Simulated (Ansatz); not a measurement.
# AlAsH6N2: the cost of one run

Computed with Ansatz 0.2.0, Gaussian basis. Level: PBE0-D4/def2-TZVP structures, single points in def2-TZVPP, no counterpoise correction.

Levels: SPW92, PBE-D4, BLYP-D4, r2SCAN-D4, B97M-V, PBE0-D4, B3LYP-D4, r2SCAN0-D4, BHLYP-D4, CAM-B3LYP-D4, wB97X-V, wB97M-V, B2PLYP, PBE-QIDH, RPA on PBE, Hartree-Fock, MP2, CCSD, CCSD(T).

Correlated methods freeze the cores. Filled d shells of the heavier atoms are correlated. B3LYP uses VWN-RPA correlation. B2PLYP carries no dispersion term here.

94 further runs of the same task are left out: 94 set aside as unsound or not needed. Runs told in other sessions of the task aren't counted.

## Step 1: The starting structure

The complex: 12 atoms, charge 0, spin multiplicity 1.

Atoms are counted from 1 here; the program's logs count them from 0.

Bond lengths: Al1–N3 1.768 Å, Al1–N4 1.771 Å, Al1–As6 2.431 Å, H2–H5 0.748 Å, N3–H7 1.007 Å, N3–H8 1.006 Å, N4–H9 1.007 Å, N4–H10 1.007 Å, As6–H11 1.524 Å, As6–H12 1.524 Å. Angles: N3–Al1–N4 119.9°, N3–Al1–As6 120.5°, N4–Al1–As6 119.6°, Al1–N3–H7 125.9°, Al1–N3–H8 124.0°, H7–N3–H8 110.1°, Al1–N4–H9 124.0°, Al1–N4–H10 125.9°, H9–N4–H10 110.1°, Al1–As6–H11 90.5°, Al1–As6–H12 90.3°, H11–As6–H12 92.0°.

Geometry (Å):

```xyz
12

Al    0.2976   -0.0163    0.6897
H    -1.7530   -0.0043   -2.1200
N     0.8720    1.5276    1.3330
N    -1.4354   -0.3797    0.6837
H    -1.7984    0.0143   -2.8666
As    1.8770   -1.6928   -0.0867
H     0.2982    2.2483    1.7393
H     1.8358    1.8172    1.3229
H    -1.8256   -1.2542    0.3733
H    -2.1669    0.2245    1.0209
H     2.7347   -0.6073   -0.7265
H     1.0640   -1.8773   -1.3629
```

Its parts: AlAsH6N2 holds atoms 1, 3, 4, 6, 7, 8, 9, 10, 11, 12; H2 holds atoms 2, 5. Each part counts its atoms afresh in its own runs.

## Step 2: Relaxing AlAsH6N2 alone

The input, relax-a/in.yaml:

```yaml
crystal:
  periodic: [false, false, false]
  atoms:
    - {symbol: Al, position_ang: [0.297580, -0.016306, 0.689750]}
    - {symbol: N, position_ang: [0.872017, 1.527587, 1.332960]}
    - {symbol: N, position_ang: [-1.435374, -0.379748, 0.683744]}
    - {symbol: As, position_ang: [1.877029, -1.692802, -0.086670]}
    - {symbol: H, position_ang: [0.298203, 2.248333, 1.739255]}
    - {symbol: H, position_ang: [1.835784, 1.817203, 1.322875]}
    - {symbol: H, position_ang: [-1.825597, -1.254171, 0.373300]}
    - {symbol: H, position_ang: [-2.166941, 0.224526, 1.020863]}
    - {symbol: H, position_ang: [2.734691, -0.607333, -0.726479]}
    - {symbol: H, position_ang: [1.064026, -1.877336, -1.362920]}
basis:
  gaussian: {orbitals: def2-TZVP}
hamiltonian: {xc: pbe0, dispersion: d4}
relax: {f_tol: 0.005, max_steps: 200}
```

The run is started by

```sh
$ ansatz run in.yaml --threads 8 --pin off --events-out ev --progress --plain --max-ram 19148MiB
```

**Question.** How long does this run take on 8 threads of Intel Xeon at 2.50GHz, shared host?

About 56 s.
